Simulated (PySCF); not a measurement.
**Towards the basis-set limit for InH**

The task here is to estimate one member of a computed series from the others.

Method: CCSD(T) on RHF, scalar-relativistic core potentials; program: PySCF 2.14.0.

2 further runs of the same task are left out: 2 set aside as unsound or not needed.

The first run:

```yaml
molecule: InH
state: singlet, unpaired electrons none
smaller_basis: In cc-pwCVDZ-PP with ECP28, H aug-cc-pVDZ
larger_basis: In cc-pwCVTZ-PP with ECP28, H aug-cc-pVTZ
frozen_core_orbitals: 4
extrapolation: correlation as n⁻³ (n = 2, 3), Hartree–Fock as (n+1)·exp(−9√n)
corrections: none
distances_Å: 1.6411, 1.7157, 1.7903, 1.8649, 1.9395, 2.0327, 2.1260
masses_u: 114.9039, 1.0078
dissociation_limit: In + H
```

Launch:

```console
$ OMP_NUM_THREADS=4 python comp.py task.json out
```

Among the steps run: Coupled cluster at each distance.

One of the session's tables, all rows but one given; the rest of the session is left out.

It belongs to the step «Coupled cluster at each distance». Parts of the energy along the bond, in eV from In + H:

```
 R (Å)  HF/CBS  CCSD corr.      (T)
1.6411  -1.614      -0.927  -0.0257
1.7157  -1.760      -0.912  -0.0255
1.7903  -1.830      -0.902  -0.0260
1.8649       ?           ?        ?
1.9395  -1.807      -0.895  -0.0285
2.0327  -1.721      -0.897  -0.0309
2.1260  -1.598      -0.903  -0.0339
```

**Question.** Estimate the row for R (Å) = 1.8649.

Worked estimate for «HF/CBS». A straight line through the neighbours (1.7903, -1.830) and (1.9395, -1.807) gives -1.830 + (-1.807 + 1.830) × (1.8649 − 1.7903) / (1.9395 − 1.7903) = -1.819; a parabola fitted to 4 rows on both sides gives -1.840.

The run gave: HF/CBS: -1.840; CCSD corr.: -0.897; (T): -0.0270. In «HF/CBS» the line misses by +0.021 and the parabola by 0.000.

Caveats from the session: An extrapolation from double and triple zeta is rough, so this isn't yet the limit.
